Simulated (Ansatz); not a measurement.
# PtSe: single point with PBE

PtSe:

```xyz
2
Lattice="0.0000 2.7984 2.7984 2.7984 0.0000 2.7984 2.7984 2.7984 0.0000" Properties=species:S:1:pos:R:3 pbc="T T T"
Pt    2.7984    2.7984    2.7984
Se    0.0000    0.0000    0.0000
```

The cell comes from a database or a generator and needn't be the stable form of this composition.

```json
{
 "Program": "Ansatz 0.2.0",
 "Task": "single point",
 "Functional": "PBE",
 "Potentials or basis": "Ansatz PAW",
 "Cutoff": "420 eV (not typed: the program's choice for these potentials)",
 "k mesh": "8 × 8 × 8",
 "Occupations": "fermi-dirac, width 0.05 eV",
 "Spin": "no spin polarisation"
}
```

- Pressure: -14.5 GPa
- Band gap on the k mesh: none (metal or under the smearing width)

Levels at points of the mesh, in eV from the Fermi level:
```tsv
k point	band 14	band 15	band 16	band 17	band 18	band 19	band 20	band 21
(0.00, 0.00, 0.00)	-2.33	-2.33	-1.19	-1.19	-1.19	0.47	10.21	10.85
(0.00, 0.00, -0.50)	-1.63	-1.63	-1.30	2.18	2.18	3.52	6.29	6.29
(0.00, -0.50, -0.50)	-2.52	-2.03	-1.39	-1.39	-1.08	-0.04	8.06	10.29
```

Wall time 0.82 s on 2 threads of Arm Neoverse V2, with other jobs on the host, peak memory 0.31 GiB.

The run has no spin-orbit coupling, so splittings on Pt are missing.
